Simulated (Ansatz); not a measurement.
From input file to script: LiBH, space group Pnma in Ansatz 0.2.0.

```yaml
crystal:
  lattice: { a: 5.908848, b: 3.082934, c: 6.476531, alpha: 90.0, beta: 90.0, gamma: 90.0 }
  atoms:
    - { symbol: Li, position: [0.2476, 0.75, 0.7102] }
    - { symbol: Li, position: [0.2524, 0.25, 0.2102] }
    - { symbol: Li, position: [0.7476, 0.75, 0.7898] }
    - { symbol: Li, position: [0.7524, 0.25, 0.2898] }
    - { symbol: B, position: [0.9484, 0.25, 0.9878] }
    - { symbol: B, position: [0.4484, 0.25, 0.5122] }
    - { symbol: B, position: [0.5516, 0.75, 0.4878] }
    - { symbol: B, position: [0.0516, 0.75, 0.0122] }
    - { symbol: H, position: [0.2331, 0.25, 0.5299] }
    - { symbol: H, position: [0.7331, 0.25, 0.9701] }
    - { symbol: H, position: [0.7669, 0.75, 0.4701] }
    - { symbol: H, position: [0.2669, 0.75, 0.0299] }
kpoints:
  mp_grid: { kspacing: 0.29 }
hamiltonian:
  xc: pbesol
scf:
  occupations: { method: cold }
output:
  write_density: true
  write_potential: true
  volumetric_format: npy
  elf: true
  eigenvalues: true
```

On the command line:
```console
$ ansatz run input.yaml --threads 1 --pin off --max-ram 3072MiB --backend cpu --events-out ev --progress --plain --runs-dir out
Engine: ansatz 0.2.0, x86_64-unknown-linux-gnu
Pseudopotentials: kind: paw
Pseudopotential: Li, paw, valence charge 3, recommended cutoff 420 eV (normal), Li.paw.azcp
Pseudopotential: B, paw, valence charge 3, recommended cutoff 420 eV (normal), B.paw.azcp
Pseudopotential: H, paw, valence charge 1, recommended cutoff 420 eV (normal), H.paw.azcp
Functional definition: PBEsol
  exchange = pbesol_x
  correlation = pbesol_c
Crystal: 12 atoms, lattice volume = 117.980 Å³
Basis set: ecut = 420 eV, 2281 PW (Γ)
Bands: 26, of which v1, the nominal top of the filled ones, is band 14 counted from 1 (13 counted from 0)
Symmetry: 8 space group operations
Space group: Pnma (ITA 62), of the structure as read, at distance tolerance 4.9e-5 Å
k-points: 45 of 128
Non-local potential: Li, projectors of the file, l = 0: 3, l = 1: 2, l = 2: 1
Non-local potential: B, projectors of the file, l = 0: 2, l = 1: 2, l = 2: 1
Non-local potential: H, projectors of the file, l = 0: 2, l = 1: 1
PAW form: soft (Blöchl's): semilocal exchange-correlation on the pseudo side does not see the compensation charge
PAW frozen core: B, regenerated for the run's functional, and the local potential with it (the file was generated under x = pbe(κ = 0.804, μ = 0.2195149727645171), c = pbe(β = 0.06672455060314922))
PAW one-centre angular grid: Li, 110 points (default); XC on 64 Gauss nodes
PAW one-centre angular grid: B, 110 points (default); XC on 64 Gauss nodes
PAW one-centre angular grid: H, 110 points (default); XC on 64 Gauss nodes
Initial density: superposition of atomic densities (neutral atoms: chi_scale 0, normalization atom), corrected by the library's trained network
Initial wavefunctions: pseudopotential atomic-orbital guess
Functional: x = pbesol(κ = 0.804, μ = 0.12345679012345678), c = pbesol(β = 0.046)
SCF iter   1: F=—  HF=-1487.549625 eV  |F-HF|=—  |Δ(HF+E_count)|=         —  Δρ=5.37e-3  dr2=2.82e-2  ethr=1.77e-3  ⟨swp⟩=5.9  Hψ=6036  notcnv=0  defer=50
preconditioner: auto → Kerker (q_TF=auto, 2.147 Å⁻¹)  [metal: Δε(μ)=0.303 eV  Ē_g=10.490 eV  σ=0.100 eV  W_gap=0.40  n_scr=14 (ndim 8)  ℏωp=15.3 eV  f_vac=0.000  D(μ)=1.82/eV (n_scr^D=8)]
SCF iter   2: F=—  HF=-1487.545327 eV  |F-HF|=—  |Δ(HF+E_count)|=   4.30e-3  S|Δr|=    0.00e0  Δρ=3.21e-3  dr2=1.13e-2  ethr=1.01e-4  ⟨swp⟩=1.0  Hψ=1530  notcnv=0  defer=82
SCF iter   3: F=—  HF=-1487.543659 eV  |F-HF|=—  |Δ(HF+E_count)|=   1.67e-3  S|Δr|=    0.00e0  Δρ=4.11e-4  dr2=3.03e-4  ethr=4.04e-5  ⟨swp⟩=2.0  Hψ=1339  notcnv=0  defer=82
SCF iter   4: F=—  HF=-1487.543713 eV  |F-HF|=—  |Δ(HF+E_count)|=   5.36e-5  S|Δr|=    0.00e0  Δρ=1.13e-4  dr2=2.20e-5  ethr=1.08e-6  ⟨swp⟩=2.4  Hψ=1346  notcnv=0  defer=82
SCF iter   5: F=—  HF=-1487.543725 eV  |F-HF|=—  |Δ(HF+E_count)|=   1.16e-5  S|Δr|=    0.00e0  Δρ=2.69e-5  dr2=1.54e-6  ethr=7.87e-8  ⟨swp⟩=2.6  Hψ=1271  notcnv=0  defer=82
SCF iter   6: F=—  HF=-1487.543726 eV  |F-HF|=—  |Δ(HF+E_count)|=   1.31e-6  S|Δr|=    0.00e0  Δρ=8.47e-6  dr2=1.66e-7  ethr=5.49e-9  ⟨swp⟩=2.2  Hψ=1224  notcnv=0  defer=82
SCF iter   7: F=-1487.543726 eV  HF=-1487.543726 eV  |F-HF|=2.78e-9  |Δ(HF+E_count)|=   1.26e-7  S|Δr|=    0.00e0  Δρ=2.19e-6  dr2=1.28e-8  ethr=3.57e-10  ⟨swp⟩=7.2  Hψ=5029  notcnv=0
SCF 1 converged in 7 iterations: F = -1487.543726 eV  dr2 = 1.28e-8
  greatest PAW one-centre occupation: 1.000 electrons in one spin orbital (limit 2), on the Li atom at site 3 (counted from 0), in its partial waves of l = 0
SCF converged after 7 iterations
Stability not checked: this state was not tested for a lower state beside it, because cold or Methfessel-Paxton smearing, or corrected tetrahedra, fill the levels in a way that the test cannot read (fill_not_monotonic; see scf.lower_state_search)
Free energy (F): -1487.543726 eV
Harris-Foulkes:  -1487.543726 eV  (|F-HF|=2.78e-9)
Internal energy: -1487.539722 eV  (E = F + TS)
E sigma→0 (E₀):  -1487.542391 eV
Entropy (-TS):   -0.004004 eV (-0.334 meV/atom)
Fermi energy:    3.144128 eV
Step filling:    the computed levels leave a gap of 0.0000 eV = 0.0 smearing widths at the electron count; against every level under it full and every level over it empty, smearing changes F+E_penalty+E_count by -3.288 meV and its σ→0 estimate by -1.954 meV
--- Per-component energies (eV) ---
  E_band       = -384.260948
  E_kinetic    = 335.624905
  E_local      = -852.574342  (includes V_loc(G=0)·N_el)
  E_nonlocal   = -79.014022
  E_hartree    = 262.315517
  E_xc         = -205.008393
  E_vxc        = -252.504038  (∫ρ·V_xc dr)
  E_paw        = -382.526766  (= ΣΔE_a)
  E_vpaw       = -60.421213  (= ΣTr[D̂ρ^β])
  E_aug_tail   = -0.004999  (compensation charges beyond the density's cutoff)
  E_ewald      = -566.410466
  E_core_change = 0.058844  (= ΣΔE_core)
  E_smearing   = -0.004004  (= −TS)
  E_closure    = 0.000000  (closes the sum)
  Σ components = -1487.543726   (vs F -1487.543726, Δ=0.00e0)
--- Band table (eV; the first three rows and the last of 45) ---
  k-point 0: bands = ["-42.6231", "-42.6202", "-42.6142", "-42.6116", "-7.6814", "-7.3313", "-4.4025", "-4.2034", "-1.0220", "-0.5669", "0.0962", "0.2671", "1.2982", "1.4707", "5.0487", "6.0322", "7.5454", "7.7345", "7.9111", "8.7839", "9.0456", "9.9258", "10.6334", "10.6888", "11.1127", "11.6721"]
  k-point 1: bands = ["-42.6227", "-42.6206", "-42.6139", "-42.6120", "-7.6328", "-7.3853", "-4.3746", "-4.2338", "-1.1979", "-0.5682", "-0.0357", "0.7775", "1.3231", "1.4452", "5.2767", "6.1025", "7.0223", "7.2033", "8.0685", "8.4517", "9.0379", "9.2504", "10.5408", "11.0831", "11.8133", "11.8705"]
  k-point 2: bands = ["-42.6216", "-42.6216", "-42.6129", "-42.6129", "-7.5117", "-7.5117", "-4.3054", "-4.3054", "-1.0799", "-1.0799", "0.6649", "0.6649", "1.3839", "1.3839", "5.8557", "5.8557", "6.7210", "6.7210", "8.1971", "8.1971", "8.7890", "8.7890", "10.8040", "10.8040", "12.1320", "12.1320"]
  k-point 44: bands = ["-42.6105", "-42.6105", "-42.6105", "-42.6105", "-5.0047", "-5.0047", "-5.0047", "-5.0047", "-1.4883", "-1.4883", "-1.4883", "-1.4883", "3.1448", "3.1448", "3.1448", "3.1448", "8.2544", "8.2544", "8.2544", "8.2544", "8.8262", "8.8262", "8.8262", "8.8262", "9.3419", "9.3419"]
```

`scf.py`:
```python
"""Single point of LiBH."""

from pathlib import Path

import ansatz as az
import numpy as np

xtal = (
    az.Lattice.from_parameters(5.908848, 3.082934, 6.476531, alpha=90.0, beta=90.0, gamma=90.0)
    .atom("Li", (0.2476, 0.75, 0.7102))
    .atom("Li", (0.2524, 0.25, 0.2102))
    .atom("Li", (0.7476, 0.75, 0.7898))
    .atom("Li", (0.7524, 0.25, 0.2898))
    .atom("B", (0.9484, 0.25, 0.9878))
    .atom("B", (0.4484, 0.25, 0.5122))
    .atom("B", (0.5516, 0.75, 0.4878))
    .atom("B", (0.0516, 0.75, 0.0122))
    .atom("H", (0.2331, 0.25, 0.5299))
    .atom("H", (0.7331, 0.25, 0.9701))
    .atom("H", (0.7669, 0.75, 0.4701))
    .atom("H", (0.2669, 0.75, 0.0299))
)

# settings of the run
base = (
    xtal.calculation()
    .functional(az.Functional.PBESOL)
    .kpoints(spacing=0.29)
    .occupations("cold")
    .band_table()
    .density()
    .potential()
    .electron_localization_function()
    .output_files(volumetric_format="npy")
)
def show(event):
    row = event["data"]
    if event["event"] == "scf_iter" and row.get("free_energy_ev") is not None:
        print(f"  iteration {row['iter']:3d}  F = {row['free_energy_ev']:.6f} eV  residual {row['dr2_ev']:.2e}")


out = base.session().plan().execute(on_event=show)
report = out.report

print(f"free energy      {report['free_energy_ev']:.5f} eV")
print(f"per atom         {report['free_energy_ev'] / len(out.lattice.sites):.5f} eV")
print(f"SCF iterations   {report['n_iterations']}  (converged: {report['converged']})")

edges = report.get("band_edges_ev")
if edges:
    print(f"band edges on the mesh: {edges[0]:.3f} and {edges[1]:.3f} eV, gap {edges[1] - edges[0]:.3f} eV")
else:
    print("no band edges reported; Fermi level", round(report["fermi_energy_ev"], 3), "eV")

rho = out.density()
total = sum(ch.density_e_per_ang3 for ch in rho.channels[:2]) if len(rho.channels) < 3 else rho.channels[0].density_e_per_ang3
print("grid", rho.dims, "electrons", round(float(total.mean() * rho.cell_volume_ang3), 4))
print(f"density range {total.min():.4f} to {total.max():.4f} e/A^3")
print(np.array2string(total[:: max(rho.dims[0] // 8, 1), :: max(rho.dims[1] // 8, 1), 0], precision=3, suppress_small=True))

folder = Path(out.write_results("fields"))
for name in sorted(p.name for p in folder.glob("*.npy")):
    field = np.load(folder / name)
    print(f"{name:16s} {str(field.shape):16s} min {field.min():10.4f}  mean {field.mean():10.4f}  max {field.max():10.4f}")
```

```console
$ python scf.py
DeckWarning: basis.ecutwfc = 420 eV, auto-derived from the records' recommended cutoffs: set by Li (normal level)
  iteration   7  F = -1487.543726 eV  residual 1.28e-08
free energy      -1487.54373 eV
per atom         -123.96198 eV
SCF iterations   7  (converged: True)
no band edges reported; Fermi level 3.144 eV
grid (40, 24, 45) electrons 28.0
density range 0.0153 to 9.4242 e/A^3
[[1.015 0.958 0.606 0.958 1.015 0.958 0.606 0.958]
 [0.442 0.291 0.243 0.291 0.442 0.688 0.747 0.688]
 [0.208 0.079 0.051 0.079 0.208 0.666 1.435 0.666]
 [0.064 0.029 0.02  0.029 0.064 0.138 0.194 0.138]
 [0.02  0.02  0.022 0.02  0.02  0.02  0.022 0.02 ]
 [0.064 0.138 0.194 0.138 0.064 0.029 0.02  0.029]
 [0.208 0.666 1.435 0.666 0.208 0.079 0.051 0.079]
 [0.442 0.688 0.747 0.688 0.442 0.291 0.243 0.291]]
elf.npy          (40, 24, 45)     min     0.0002  mean     0.3549  max     0.9992
rho.npy          (40, 24, 45)     min     0.0153  mean     0.2373  max     9.4242
v_es.npy         (40, 24, 45)     min   -64.5300  mean     0.4738  max     6.3424
v_tot.npy        (40, 24, 45)     min   -83.2713  mean    -7.8291  max     1.6001
```
(Warnings from the package without file and line.)

Total energies depend on the potentials; only differences at equal settings carry meaning. The mesh is modest for a metal, so energies can be off by several to tens of meV an atom and pressures by half a GPa or more; differences at equal mesh fare better. An absolute Fermi energy rests on an arbitrary zero of the periodic potential and has no direct meaning. Densities and potentials on the grid are those of the valence electrons, and inside the cores they hang on the potentials used. This cell is a computed structure, which may not be the phase found in nature. Gaps and levels are Kohn-Sham values on a finite set of k-points.

(Lines on the test bed's own set-up are left out of the output.)
